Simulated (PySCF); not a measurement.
# Mo (+3): ligand-field states

Aim: compute the ligand-field states of Mo (+3).

Computed with PySCF 2.14.0 and routines of our own; the level stands in each step. Atoms count from 0.

### Step 1. The starting structure

1 atom, charge 3, states of the metal's open shell are computed; geometry from: free ion.

### Step 2. Ligand-field states: state-averaged CASSCF

What the job is given:

```
{"job": {"kind": "lf", "basis": {"metal": "x2c-TZVPall", "ligand": "x2c-SVPall"}, "nevpt": true}, "charge": 3, "metal": "Mo", "open_shell": "d3"}
Mo     0.000000     0.000000     0.000000
```

With the program's defaults for keys left out, this is: state-averaged CASSCF of the metal d shell, SC-NEVPT2 on the averaged canonical orbitals, state-interaction spin-orbit coupling.

On the command line:

```bash
OMP_NUM_THREADS=1 python lf_run.py task.json out
```

The driver reads the jobs from task.json and runs them one after another.

The program printed:

```text
basis functions 63, electrons 39, active (3e, 5o)
stage 1: DIIS on the effective Fock matrix, level shift 0.30
cycle   1  E = -4041.8028491012  dE = -4.042e+03  max|g| = 4.431e+00
cycle   2  E = -4044.2150326336  dE = -2.412e+00  max|g| = 1.323e+00
cycle   3  E = -4044.4032338824  dE = -1.882e-01  max|g| = 4.366e-01
cycle   4  E = -4044.4175605983  dE = -1.433e-02  max|g| = 2.289e-02
cycle   5  E = -4044.4176982932  dE = -1.377e-04  max|g| = 1.796e-03
cycle   6  E = -4044.4177000267  dE = -1.734e-06  max|g| = 2.443e-04
cycle   7  E = -4044.4177000914  dE = -6.465e-08  max|g| = 4.216e-05
cycle   8  E = -4044.4177000952  dE = -3.829e-09  max|g| = 8.421e-06
converged average energy = -4044.4177000952

 mult deg   label        CASSCF/cm-1   NEVPT2/cm-1
   4   7   4F                  0.0           0.0
   4   3   4P              12243.3       10470.4
   2   9   2G              13120.7       11668.8
   2   3   2P              17201.8       14833.9
   2  11   2H              17201.8       15790.3
   2   5   2D              18851.0       16240.2
   2   7   2F              29445.2       25854.7
   2   5   2D              46650.6       41230.7

spin-orbit levels / cm-1
      0.00  x4  4F 0.99
    743.69  x6  4F 1.00
   1690.79  x8  4F 1.00
   2776.56  x10  4F 0.99
  11345.19  x2  4P 0.96 2P 0.04
  11405.94  x4  4P 0.89 2P 0.09
  12514.19  x6  4P 0.99
  12812.46  x8  2G 0.99
  13555.45  x10  2G 0.87 2H 0.12
  15910.73  x4  2P 0.45 2D 0.45 4P 0.09
```

Run time: 4.5 s. Hardware: 1 thread of Arm Neoverse V1, shared host; peak memory 0.2 GiB.

From this job:

| quantity | value |
| --- | --- |
| spin-orbit constant ζ | 788 cm⁻¹ |

Powder susceptibility:

| T (K) | χT (cm³ K/mol) | μ(eff) |
| --- | --- | --- |
| 2 | 0.077 | 0.79 |
| 5 | 0.079 | 0.79 |
| 10 | 0.082 | 0.81 |
| 20 | 0.087 | 0.83 |
| 30 | 0.093 | 0.86 |
| 50 | 0.104 | 0.91 |
| 75 | 0.118 | 0.97 |
| 100 | 0.132 | 1.03 |
| 150 | 0.161 | 1.14 |
| 200 | 0.195 | 1.25 |
| 250 | 0.235 | 1.37 |
| 300 | 0.283 | 1.50 |

### Step 3. Ligand-field states: state-averaged CASSCF (soc bare)

What the job is given:

```
{"job": {"kind": "lf", "basis": {"metal": "x2c-TZVPall", "ligand": "x2c-SVPall"}, "nevpt": true, "soc": "bare"}, "charge": 3, "metal": "Mo", "open_shell": "d3"}
Mo     0.000000     0.000000     0.000000
```

Method: state-averaged CASSCF of the metal d shell, SC-NEVPT2 on the averaged canonical orbitals, state-interaction spin-orbit coupling.

The program printed:

```text
basis functions 63, electrons 39, active (3e, 5o)
stage 1: DIIS on the effective Fock matrix, level shift 0.30
cycle   1  E = -4041.8028491012  dE = -4.042e+03  max|g| = 4.431e+00
cycle   2  E = -4044.2150326336  dE = -2.412e+00  max|g| = 1.323e+00
cycle   3  E = -4044.4032338824  dE = -1.882e-01  max|g| = 4.366e-01
cycle   4  E = -4044.4175605983  dE = -1.433e-02  max|g| = 2.289e-02
cycle   5  E = -4044.4176982932  dE = -1.377e-04  max|g| = 1.796e-03
cycle   6  E = -4044.4177000267  dE = -1.734e-06  max|g| = 2.443e-04
cycle   7  E = -4044.4177000914  dE = -6.465e-08  max|g| = 4.216e-05
cycle   8  E = -4044.4177000952  dE = -3.829e-09  max|g| = 8.421e-06
converged average energy = -4044.4177000952

 mult deg   label        CASSCF/cm-1   NEVPT2/cm-1
   4   7   4F                  0.0           0.0
   4   3   4P              12243.3       10470.4
   2   9   2G              13120.7       11668.8
   2   3   2P              17201.8       14833.9
   2  11   2H              17201.8       15790.3
   2   5   2D              18851.0       16240.2
   2   7   2F              29445.2       25854.7
   2   5   2D              46650.6       41230.7

spin-orbit levels / cm-1
      0.00  x4  4F 0.98
   1122.70  x6  4F 0.99
   2490.88  x8  4F 0.99
   3985.24  x10  4F 0.97
  11621.07  x4  4P 0.81 2P 0.16 2D 0.03
  11714.85  x2  4P 0.93 2P 0.07
  13409.90  x8  2G 0.99
  13451.17  x6  4P 0.98
  14270.98  x10  2G 0.76 2H 0.22
  16456.51  x4  2D 0.50 2P 0.32 4P 0.16
```

Run time: 3.3 s. Hardware: 1 thread of Arm Neoverse V1, shared host; peak memory 0.17 GiB.

In short:

| quantity | value |
| --- | --- |
| spin-orbit constant ζ | 1130 cm⁻¹ |

Powder susceptibility:

| T (K) | χT (cm³ K/mol) | μ(eff) |
| --- | --- | --- |
| 2 | 0.078 | 0.79 |
| 20 | 0.085 | 0.82 |
| 100 | 0.114 | 0.96 |
| 300 | 0.195 | 1.25 |

### Step 4. Ligand-field states: state-averaged CASSCF (avg hs)

What the job is given:

```
{"job": {"kind": "lf", "basis": {"metal": "x2c-TZVPall", "ligand": "x2c-SVPall"}, "nevpt": true, "avg": "hs"}, "charge": 3, "metal": "Mo", "open_shell": "d3"}
Mo     0.000000     0.000000     0.000000
```

With the program's defaults for keys left out, this is: state-averaged CASSCF of the metal d shell, SC-NEVPT2 on the averaged canonical orbitals, state-interaction spin-orbit coupling.

The program printed:

```text
basis functions 63, electrons 39, active (3e, 5o)
stage 1: DIIS on the effective Fock matrix, level shift 0.30
cycle   1  E = -4041.8729553368  dE = -4.042e+03  max|g| = 4.431e+00
cycle   2  E = -4044.2745148562  dE = -2.402e+00  max|g| = 1.321e+00
cycle   3  E = -4044.4604467413  dE = -1.859e-01  max|g| = 4.343e-01
cycle   4  E = -4044.4744390929  dE = -1.399e-02  max|g| = 2.114e-02
cycle   5  E = -4044.4745681239  dE = -1.290e-04  max|g| = 1.238e-03
cycle   6  E = -4044.4745699483  dE = -1.824e-06  max|g| = 2.302e-04
cycle   7  E = -4044.4745700490  dE = -1.007e-07  max|g| = 4.229e-05
cycle   8  E = -4044.4745700556  dE = -6.598e-09  max|g| = 8.603e-06
converged average energy = -4044.4745700556

 mult deg   label        CASSCF/cm-1   NEVPT2/cm-1
   4   7   4F                  0.0           0.0
   4   3   4P              12336.7       10475.8
   2   9   2G              13239.3       11684.3
   2   3   2P              17351.5       14868.7
   2  11   2H              17351.5       15812.3
   2   5   2D              19018.3       16258.4
   2   7   2F              29688.2       25882.0
   2   5   2D              47044.5       41270.9

spin-orbit levels / cm-1
      0.00  x4  4F 0.99
    747.59  x6  4F 1.00
   1699.35  x8  4F 1.00
   2790.02  x10  4F 0.99
  11355.72  x2  4P 0.96 2P 0.04
  11417.00  x4  4P 0.89 2P 0.09
  12529.83  x6  4P 0.99
  12834.03  x8  2G 0.99
  13579.53  x10  2G 0.87 2H 0.12
  15940.30  x4  2D 0.45 2P 0.45 4P 0.09
```

It took 2 s on 1 thread of Arm Neoverse V1, shared host; peak memory 0.2 GiB.

From this job:

| quantity | value |
| --- | --- |
| spin-orbit constant ζ | 791 cm⁻¹ |

Powder susceptibility:

| T (K) | χT (cm³ K/mol) | μ(eff) |
| --- | --- | --- |
| 2 | 0.077 | 0.79 |
| 20 | 0.087 | 0.83 |
| 100 | 0.132 | 1.03 |
| 300 | 0.281 | 1.50 |

### Step 5. Ligand field across the series

From the NEVPT2 states (cm⁻¹; the spread is that of the fitted one-electron ligand-field levels):

| step | setting | ground state | next state | orbital spread | Racah B | ζ | μ(eff), 300 K |
| --- | --- | --- | --- | --- | --- | --- | --- |
| 2 | as given | 4F | 4P at 10470 | 0 | 700 | 788 | 1.50 |
| 3 | soc bare | 4F | 4P at 10470 | 0 | 700 | 1130 | 1.25 |
| 4 | avg hs | 4F | 4P at 10476 | 0 | 701 | 791 | 1.50 |

### Step 6. Outcome

```
                                               quantity       value
  spin-orbit constant ζ (step 2, state-averaged CASSCF)    788 cm⁻¹
ground multiplicity, μ(eff) at 300 K (step 2, free ion)  4, 1.50 μB
ground multiplicity, μ(eff) at 300 K (step 3, free ion)  4, 1.25 μB
ground multiplicity, μ(eff) at 300 K (step 4, free ion)  4, 1.50 μB
```

In step 2, χT goes from 0.08 at 2 K to 0.28 cm³ K/mol at 300 K, as higher levels fill or mix in. The bare spin-orbit operator lacks the screening by other electrons, so its ζ comes out too large.
